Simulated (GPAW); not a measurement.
# Ba2Tl5V3O12 in GPAW: the effect of functional

The system is Ba2Tl5V3O12.

```
Ba V Tl O
1.0
     8.15421    0.00000    0.00000
    -4.07711    7.06176    0.00000
     0.00000    0.00000    6.92128
Ba V Tl O
2 3 5 12
Direct
  0.00000 0.00000 0.23552
  0.00000 0.00000 0.76448
  0.50000 0.00000 0.00000
  0.00000 0.50000 0.00000
  0.50000 0.50000 0.00000
  0.50000 0.00000 0.50000
  0.00000 0.50000 0.50000
  0.50000 0.50000 0.50000
  0.33333 0.66667 0.22489
  0.66667 0.33333 0.77511
  0.33890 0.34334 0.81444
  0.65666 0.99556 0.81444
  0.00444 0.66110 0.81444
  0.34334 0.33890 0.18556
  0.99556 0.65666 0.18556
  0.66110 0.00444 0.18556
  0.66110 0.65666 0.18556
  0.34334 0.00444 0.18556
  0.99556 0.33890 0.18556
  0.65666 0.66110 0.81444
  0.00444 0.34334 0.81444
  0.33890 0.99556 0.81444
```

The cell was built by a generator and needn't be a form met in nature.

Alike in all runs:

* Program: GPAW 26.7.0
* Task: band structure
* Cutoff: 800 eV
* Basis: pw
* k mesh: 3 × 3 × 3
* Occupations: fermi-dirac, width 0.05 eV
* Spin: collinear spin, ferromagnetic start
* Starting moments: [0.0, 0.0, 2.0, 2.0, 2.0, 0.0, 0.0, 0.0, 0.0, 0.0, 0.0, 0.0, 0.0, 0.0, 0.0, 0.0, 0.0, 0.0, 0.0, 0.0, 0.0, 0.0] μB

| functional | potentials or basis | pressure (GPa) | largest force (eV/Å) |
| --- | --- | --- | --- |
| RPBE | the program's PAW data sets (release 1.2.1) made for this functional | 4.0 | 0.48 |
| revPBE | the program's PAW data sets (release 1.2.1) made for this functional | 3.1 | 0.42 |
| PBEsol | PAW data sets generated in the run's folder for this functional | ? | ? |

Problem. What does the run with functional PBEsol give?

Solution. Pressure -3.4 GPa; largest force 0.12 eV/Å.

Runs at the PBE level aren't shown here.
